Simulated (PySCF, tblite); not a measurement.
**C3Cl2NS radical: geometry, infrared bands and EPR parameters**

Wanted: the infrared bands and EPR parameters of C3Cl2NS radical (`Clc1[c]nc(Cl)s1`), by calculation.

Computed with tblite 0.8.0 and PySCF 2.14.0, with density-fitted response routines of our own, on a single molecule in the gas phase. Atoms count from 0, in the outputs and in this text.

## 1. The molecule as given

7 atoms, charge 0, multiplicity 2; geometry from: force field or distance geometry start.

Bonds of the start (Å): Cl0–C1 1.74, C1–C2 1.39, C2–N3 1.29, N3–C4 1.30, C4–Cl5 1.75, C4–S6 1.90, S6–C1 1.79.

## 2. Geometry optimisation with GFN2-xTB

What the job is given:

```
{"job": {"kind": "relax", "xc": "GFN2-xTB", "basis": "xTB"}, "charge": 0, "multiplicity": 2}
Cl    -3.001800     0.297300     0.091600
C     -1.275200     0.076000     0.138200
C     -0.610800    -1.103600     0.433600
N      0.681400    -1.062800     0.414800
C      1.278700     0.063200     0.157600
Cl     3.002700     0.372000     0.073800
S     -0.071500     1.362700    -0.165700
```

Launch:

```console
> OMP_NUM_THREADS=1 python probes_run.py task.json out
```

This one command runs all jobs of the session in turn.

Standard output:

```text
step      E/eV     max force
  0    -586.78342    2.395
  1    -586.96710    1.552
  2    -587.09259    1.231
  3    -587.12947    0.669
  4    -587.14627    0.429
  5    -587.15836    0.307
  6    -587.16241    0.291
  7    -587.16870    0.262
  8    -587.17187    0.221
  9    -587.17431    0.216
 10    -587.17631    0.212
 11    -587.17781    0.118
 12    -587.17842    0.075
 13    -587.17857    0.028
 14    -587.17859    0.012
 15    -587.17860    0.005
```

Wall time 0.1 s (1 thread of Arm Neoverse V1, shared host).

Step by step:

```tsv
step	energy from step 0 (eV)	largest force (eV/Å)
0	0.0000	2.3954
1	-0.1837	1.5517
2	-0.3092	1.2314
3	-0.3460	0.6686
4	-0.3628	0.4286
5	-0.3749	0.3071
6	-0.3790	0.2908
7	-0.3853	0.2621
8	-0.3885	0.2212
9	-0.3909	0.2160
10	-0.3929	0.2122
11	-0.3944	0.1178
12	-0.3950	0.0755
13	-0.3952	0.0285
14	-0.3952	0.0122
15	-0.3952	0.0046
```

Close pairs (by a distance rule), those that changed most:

```tsv
bond	before (Å)	after (Å)	change (Å)
C4–S6	1.902	1.760	-0.142
C4–Cl5	1.753	1.682	-0.071
Cl0–C1	1.741	1.686	-0.055
C1–C2	1.386	1.332	-0.054
C2–N3	1.293	1.314	+0.021
C1–S6	1.788	1.807	+0.019
N3–C4	1.300	1.292	-0.009
```

The final coordinates are the input of the step that follows.

## 3. Infrared spectrum with GFN2-xTB

What the job is given:

```
{"job": {"kind": "ir", "xc": "GFN2-xTB", "basis": "xTB"}, "charge": 0, "multiplicity": 2}
Cl    -2.903750     0.377946     0.070261
C     -1.257774     0.022615     0.157761
C     -0.589818    -1.097955     0.427709
N      0.724262    -1.095674     0.427763
C      1.203545     0.070450     0.147340
Cl     2.845529     0.426485     0.062923
S     -0.018661     1.301039    -0.149873
```

Standard output:

```text
mode    cm-1     km/mol
  1     100.8      0.00
  2     173.0      0.67
  3     286.8      1.48
  4     292.0      0.02
  5     336.0      0.07
  6     384.8      0.24
  7     501.9     11.97
  8     525.0      2.14
  9     596.6     12.72
 10     640.4      4.09
 11     831.8     51.51
 12     915.1    138.33
 13    1307.3     52.38
 14    1439.5     63.36
 15    1530.3     17.81
```

It took 0.23 s on 1 thread of Arm Neoverse V1, shared host.

Which atoms move in the most intense modes:

```tsv
cm⁻¹	km/mol	atoms
502	12.0	Cl5 19 %, N3 19 %, Cl0 18 %, S6 14 %
597	12.7	C1 36 %, C2 23 %, S6 23 %
640	4.1	S6 39 %, N3 34 %, C4 21 %
832	51.5	C1 53 %, C2 32 %
915	138.3	C4 75 %, N3 14 %
1307	52.4	C2 41 %, N3 38 %, C1 18 %
1440	63.4	C4 56 %, N3 43 %
1530	17.8	C2 53 %, C1 42 %
```

## 4. EPR parameters: B3LYP/pcH-1

The job, as its differences from that of step 3:

```diff
@@ -1,2 +1,2 @@
-{"job": {"kind": "ir", "xc": "GFN2-xTB", "basis": "xTB"}, "charge": 0, "multiplicity": 2}
+{"job": {"kind": "epr", "basis": "pcH-1"}, "charge": 0, "multiplicity": 2}
 Cl    -2.903750     0.377946     0.070261
```

Level: UKS B3LYP, pcH-1 on C Cl N S, non-relativistic, mean-field spin-orbit, GIAO.

Standard output:

```text
UKS, coarse grid
  cycle   1  E = -1487.50435133  |g| = 3.51e-01
  cycle   2  E = -1487.39862926  |g| = 5.88e-01
  cycle   3  E = -1487.54686834  |g| = 9.57e-02
  cycle   4  E = -1487.54930261  |g| = 6.38e-02
  cycle   5  E = -1487.55150139  |g| = 9.34e-03
  cycle   6  E = -1487.55156220  |g| = 5.67e-03
  cycle   7  E = -1487.55158163  |g| = 3.02e-03
  cycle   8  E = -1487.55158976  |g| = 1.89e-03
  cycle   9  E = -1487.55159389  |g| = 7.07e-04
UKS, final grid
  cycle   1  E = -1487.55160292  |g| = 9.09e-04
  cycle   2  E = -1487.55160212  |g| = 1.75e-03
  cycle   3  E = -1487.55160369  |g| = 2.94e-04
  cycle   4  E = -1487.55160379  |g| = 1.83e-04
  cycle   5  E = -1487.55160392  |g| = 1.13e-04
  cycle   6  E = -1487.55160393  |g| = 2.89e-05
  cycle   7  E = -1487.55160393  |g| = 8.59e-06
E = -1487.55160393 Eh   <S^2> = 0.7582 (exact 0.7500)
g shifts (ppm)      1          2          3
  rmc          -193       -193       -193
  gc             19         15        -30
  oz_so       -2240       -132       3787
  total       -2413       -310       3564
hyperfine (MHz)  atom isotope    a_iso     a_fc   dipolar eigenvalues
    0  35Cl       2.51       2.45     -3.51      0.01      3.50
    1   13C     100.43     100.56    -18.26     -5.46     23.72
    2   13C     573.43     573.76    -69.62    -51.70    121.31
    3   14N      86.22      86.22     -4.62     -1.76      6.38
    4   13C     144.41     144.40     -5.25     -1.53      6.78
    5  35Cl      -1.97      -1.99     -1.90      0.27      1.63
    6   33S      -0.70      -0.74    -12.06    -10.24     22.30
```

Wall time 56 s (1 thread of Arm Neoverse V1, shared host); peak memory 0.75 GiB.

Principal g values 1.99991, 2.00201, 2.00588; g(iso) = 2.00260, against 2.00232 for a free electron.

Hyperfine couplings, nucleus by nucleus at this fixed geometry (no averaging over rotations):

```tsv
nuclei	isotope	a(iso) (MHz)	a(iso) (G, at g = 2.0023)	largest dipolar term (MHz)
C2	13C	573.4	204.6	121.3
C4	13C	144.4	51.5	6.8
C1	13C	100.4	35.8	23.7
N3	14N	86.2	30.8	6.4
Cl0	35Cl	2.5	0.9	-3.5
Cl5	35Cl	-2.0	-0.7	-1.9
S6	33S	-0.7	-0.2	22.3
```

Mulliken spin populations:

```tsv
atom	value (e)
Cl0	-0.01
C1	-0.09
C2	0.91
N3	0.05
C4	0.04
Cl5	0.00
S6	0.09
```

In first order the couplings over 0.8 MHz of 14N, 35Cl give 48 distinct lines over 66.3 G.

Orbitals, density, ELF and potential are computed afterwards from the orbital file.

ELF in a plane through or near 7 of the atoms.

Values, 10 rows by 14 columns:
```
0.00 0.00 0.00 0.00 0.00 0.00 0.00 0.00 0.00 0.00 0.00 0.00 0.00 0.00
0.00 0.00 0.00 0.00 0.00 0.07 0.04 0.03 0.30 0.06 0.00 0.00 0.00 0.00
0.00 0.00 0.00 0.00 0.15 0.77 0.52 0.24 0.87 0.51 0.01 0.00 0.00 0.00
0.00 0.00 0.11 0.14 0.09 0.90 0.60 0.67 0.80 0.22 0.05 0.27 0.03 0.00
0.00 0.08 0.62 0.87 0.24 0.63 0.70 0.52 0.88 0.31 0.69 0.87 0.30 0.01
0.00 0.10 0.74 0.23 0.76 0.25 0.52 0.15 0.36 0.83 0.23 0.73 0.36 0.01
0.00 0.05 0.58 0.58 0.71 0.32 0.62 0.32 0.72 0.37 0.73 0.84 0.20 0.01
0.00 0.01 0.24 0.74 0.35 0.06 0.73 0.40 0.59 0.03 0.65 0.54 0.05 0.00
0.00 0.00 0.02 0.14 0.01 0.05 0.78 0.89 0.47 0.00 0.06 0.06 0.00 0.00
0.00 0.00 0.00 0.00 0.00 0.00 0.11 0.18 0.04 0.00 0.00 0.00 0.00 0.00
```
The map spans 11.0 Å across and 7.9 Å up, centred on the molecule. Atoms in the plane (x, y in Å): Cl0 (2.9, -0.4), C1 (1.3, 0.0), C2 (0.6, 1.1), N3 (-0.7, 1.1), C4 (-1.2, -0.1), Cl5 (-2.8, -0.4), S6 (0.0, -1.3).

On the surface of density 0.002 e/bohr³ the electrostatic potential runs, from the 1st to the 99th percentile, from -1.05 V near N3 to 1.09 V near S6.

The spin density lies nearest to C2 69 %; N3 9 %; S6 8 %; C1 8 % (both signs).

## 5. Outcome

```
                                 quantity                 value
strongest single infrared mode (GFN2-xTB)  915 cm⁻¹, 138 km/mol
             zero-point energy (GFN2-xTB)         14.1 kcal/mol
                           g(iso) (B3LYP)               2.00260
                                     ⟨S²⟩    0.758 (exact 0.75)
                           largest a(iso)  13C on C2, 573.4 MHz
    surface potential, 1st and 99th percentile    -1.05 V and 1.09 V
```

What this shows: Over 15 steps the energy fell by 0.395 eV; of the close pairs, C4–S6 changed most, 1.902 to 1.760 Å. All 15 modes are real, so the xTB geometry is a minimum. The strongest single mode, at 915 cm⁻¹, moves mainly C4. Unscaled tight-binding wavenumbers are off by several per cent, some by more. Its intensities can rank the bands wrongly. C2 carries the largest spin population, 0.91 e. The isotropic g lies 0.3 ppt above the free-electron value.
